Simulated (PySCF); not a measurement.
# C8H9NO: the cost of one run

Programs: PySCF 2.14.0, with routines of our own; each step states its level. All values are computed. Atoms count from 0.

### Step 1. The starting structure

19 atoms, charge 0, multiplicity 1; geometry from: GFN2-xTB.

### Step 2. Magnetic properties: GIAO B3LYP/pcSseg-1

What the job is given:

```
{"job": {"kind": "mag", "xc": "B3LYP", "basis": "pcSseg-1", "isotopologues": 0}, "charge": 0, "multiplicity": 1}
C      3.615712     0.042633    -2.028123
C      3.093648    -0.435057    -1.063673
C      2.431416    -0.995862     0.102157
C      1.118811    -0.321839     0.343810
C      0.787494     0.855860     0.932613
C     -0.625783     0.975820     0.848776
C     -1.054640    -0.149017     0.204183
N     -2.315663    -0.624487    -0.091391
C     -3.388748     0.334737    -0.222488
O     -0.010446    -0.941810    -0.114132
H      4.084244     0.456008    -2.870377
H      2.257642    -2.062358    -0.064140
H      3.080406    -0.870676     0.973359
H      1.460061     1.560080     1.378618
H     -1.223451     1.781343     1.219731
H     -2.295852    -1.330213    -0.816061
H     -3.479138     0.886058     0.712222
H     -4.316621    -0.204758    -0.400754
H     -3.228895     1.052791    -1.036629
```

With the program's defaults for keys left out, this is: GIAO B3LYP/pcSseg-1 magnetisability, rotational g tensor and spin-rotation constants, non-relativistic, gas phase.

Launch:

```console
OMP_NUM_THREADS=1 python excited_run.py task.json out
```

One launch serves the whole session: the jobs run in the order shown.

Q: Estimate the wall time and peak memory of this first job on 1 thread of AMD EPYC 7R43, shared host.

About 86 s, with a peak of 0.95 GiB.
